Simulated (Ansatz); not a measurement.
CsLiCr2Te2S3:

```
CELL_PARAMETERS angstrom
3.42162 -5.18069 0.00784
3.42162 5.18069 0.00784
-2.90411 0.00000 7.43093
ATOMIC_POSITIONS crystal
Cs 0.09374 0.09374 0.00853
Li 0.58875 0.58875 0.55336
Cr 0.05646 0.46755 0.55790
Cr 0.46755 0.05646 0.55790
Te 0.56486 0.87357 0.29035
Te 0.87357 0.56486 0.29035
S 0.81151 0.39697 0.73347
S 0.39697 0.81151 0.73347
S 0.21404 0.21404 0.48371
```

The cell was built by a generator and needn't be a form met in nature.

Program: Ansatz 0.2.0. Alike in all runs: cell as given; cutoff (eV) 292; smearing fermi-dirac 0.05 eV; basis error allowed 0.002 eV/atom; the mesh is coarse, so values aren't converged.

Problem. Order these runs on this cell by their pressure, lowest first.
A. level PBE+U; potentials or basis all-electron LAPW, scalar-relativistic; spin collinear, ferromagnetic start; U Cr d U = 6 eV; k mesh 4 × 4 × 3
B. level PBE; potentials or basis all-electron LAPW, relativistic spinors; spin non-collinear, ferromagnetic start, SOC; k mesh 3 × 3 × 2
C. level BLYP; potentials or basis all-electron LAPW, scalar-relativistic; spin collinear, ferromagnetic start; k mesh 4 × 4 × 3
D. level LDA; potentials or basis all-electron LAPW, scalar-relativistic; spin collinear, ferromagnetic start; k mesh 4 × 4 × 3
E. level PBEsol; potentials or basis all-electron LAPW, scalar-relativistic; spin collinear, ferromagnetic start; k mesh 4 × 4 × 3

Solution. D (-3.8 GPa), E (-2.1 GPa), B (0.1 GPa), C (2.3 GPa), A (5.0 GPa).

Caveats: some runs use coarse meshes; the k mesh is thin for a metal, which can move the energy by tens of meV per atom; the magnetic state may not be the lowest (some runs); U is the effective U less J, on atomic orbitals that reach past the spheres (some runs).

Not every run made on this cell is shown here.
